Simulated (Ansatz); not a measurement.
**InH₃: ionisation energy by level of theory**

An exercise on one series of results from a longer session: the logs are not shown, and one member is left open.

Program: Ansatz 0.2.0, Gaussian basis. Level of theory: unrestricted cation, the program's frozen cores in correlated methods. These are calculated values, not measurements.

Levels to be run: UKS PBE-D4/def2-TZVPP; UKS r2SCAN-D4/def2-TZVPP; UKS PBE0-D4/def2-TZVPP; UKS B3LYP-D4/def2-TZVPP; UKS wB97X-V/def2-TZVPP; UKS wB97M-V/def2-TZVPP; UKS B2PLYP/def2-TZVPP; UHF-CCSD(T)/def2-TZVPP; UHF-CCSD(T)/def2-QZVPP; extrapolation to the limit; then −ε(HOMO) from the neutral's earlier runs with LDA (SPW92), PBE-D4, revPBE-D4, BLYP-D4, r2SCAN-D4, B97M-V, PBE0-D4, B3LYP-D4, r2SCANh-D4, r2SCAN0-D4, HSE06-D4, BHLYP-D4, CAM-B3LYP-D4, LC-ωPBE, ωB97X-V, ωB97M-V.

**The geometry**

All runs share one geometry, relaxed beforehand with PBE0-D4 in a triple-zeta def2 set. In takes the def2 core potential; no spin-orbit term is included.

SMILES `[InH3]`, 4 atoms, charge 0, spin multiplicity 1.

Atoms are counted from 1 here; the program's logs count them from 0.

Bond lengths: In1–H2 1.724 Å, In1–H3 1.724 Å, In1–H4 1.724 Å. Angles: H2–In1–H3 120.0°, H2–In1–H4 120.0°, H3–In1–H4 120.0°.

As a file:

```xyz
4
charge 0, multiplicity 1
In    0.01387   -0.01508   -0.00506
H     0.41546    1.51599    0.67818
H    -1.09559   -0.10726   -1.32144
H     0.72177   -1.45395    0.62803
```

The first run:

Input file in.yaml:

```yaml
crystal:
  periodic: [false, false, false]
  atoms:
    - {symbol: In, position_ang: [0.013866, -0.015080, -0.005056]}
    - {symbol: H, position_ang: [0.415458, 1.515989, 0.678176]}
    - {symbol: H, position_ang: [-1.095589, -0.107258, -1.321445]}
    - {symbol: H, position_ang: [0.721766, -1.453951, 0.628025]}
basis:
  gaussian: {orbitals: def2-TZVPP}
total_charge: 1
magnetization: {spin_polarized: true, initial_magnetization: 1}
hamiltonian: {xc: pbe, dispersion: d4}
```

Among the steps run: Cation, UKS PBE-D4/def2-TZVPP; Cation, UKS r2SCAN-D4/def2-TZVPP; Cation, UKS PBE0-D4/def2-TZVPP; Cation, UKS B3LYP-D4/def2-TZVPP; Cation, UKS wB97X-V/def2-TZVPP; Cation, UKS wB97M-V/def2-TZVPP; Cation, UKS B2PLYP (frozen core)/def2-TZVPP; Cation, UHF-CCSD(T)/def2-TZVPP; Cation, UHF-CCSD(T)/def2-QZVPP.

One of the session's tables, all rows but one given; the rest of the session is left out.

For comparison, −ε(HOMO) of the neutral from earlier runs:

```
  functional  −ε(HOMO) (eV)
 LDA (SPW92)           7.07
      PBE-D4           7.00
   revPBE-D4           6.96
     BLYP-D4           6.92
   r2SCAN-D4           7.29
      B97M-V           7.37
     PBE0-D4           8.17
    B3LYP-D4           8.00
  r2SCANh-D4           7.72
  r2SCAN0-D4              ?
    HSE06-D4           7.77
    BHLYP-D4           9.29
CAM-B3LYP-D4           9.55
     LC-ωPBE          10.90
     ωB97X-V          10.55
     ωB97M-V          10.37
```

Estimate the missing values for r2SCAN0-D4.

Worked estimate for «−ε(HOMO) (eV)». Against the share of exact exchange, r2SCAN-D4 (0, 7.29), r2SCANh-D4 (0.1, 7.72) give a slope of 4.30 per unit share; at 0.25 the line stands at 8.36.

The run gave: −ε(HOMO) (eV): 8.36. In «−ε(HOMO) (eV)» the line misses by 0.00.
